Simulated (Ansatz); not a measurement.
# Nb (hcp type): a single-point run

Aim: a sound single-point run of Nb (hcp type). The structure is shown as the input types it.

Program: Ansatz 0.2.0. Level of theory: DFT, PBEsol, all-electron LAPW, scalar-relativistic. These are calculated values, not measurements.

3 further runs of the same task are left out: 2 that didn't finish, 1 set aside as unsound or not needed. Runs told in other sessions of the task aren't counted.

## Step 1: The system as given

The structure is hexagonal, space group P6_3/mmc (No. 194). Conventional cell: a = 2.328 Å, b = 2.328 Å, c = 3.996 Å, α = 90.00°, β = 90.00°, γ = 120.00°. Nb (site symmetry -6m2) is surrounded by 12 Nb at 2.33 to 2.41 Å.

The input asks for a charge of +0.5 e on the cell.

Structure file:

```
Nb
1.0
     2.32755    0.00000    0.00000
    -1.16378    2.01572    0.00000
     0.00000    0.00000    3.99570
Nb
2
Direct
  0.33333 0.66667 0.25000
  0.66667 0.33333 0.75000
```

## Step 2: The calculation

input.yaml reads:

```yaml
crystal:
  lattice:
    - [2.3275536482, 0.0, 0.0]
    - [-1.1637768241, 2.015720588, 0.0]
    - [0.0, 0.0, 3.9956956984]
  atoms:
    - { symbol: Nb, position: [0.3333333333, 0.6666666667, 0.25] }
    - { symbol: Nb, position: [0.6666666667, 0.3333333333, 0.75] }
kpoints:
  mp_grid: { grid: [17, 17, 9] }
scf:
  occupations: { method: fermi_dirac, width: 0.05 }
  max_iter: 60
hamiltonian:
  xc: pbesol
  pseudopotentials: { kind: all_electron, lapw: { basis_error: 0.001 } }
output:
  forces: true
  stress: true
  eigenvalues: true
  populations: true
total_charge: 0.5
```

The run is started by

```sh
> ansatz run input.yaml --threads 1 --pin off --max-ram 2048MiB --backend cpu --events-out ev --progress --plain --runs-dir out
```

**Question.** How will this run end, and is anything wrong with its input?

The run converged and reported no error. It gives a pressure of 415 GPa, which is large; a structure far from rest gives such values too, whatever the setting.

In the input, total_charge is 0.5. The net charge is not the one intended, so the run treats another number of electrons.

To check: delete total_charge (the default then holds).
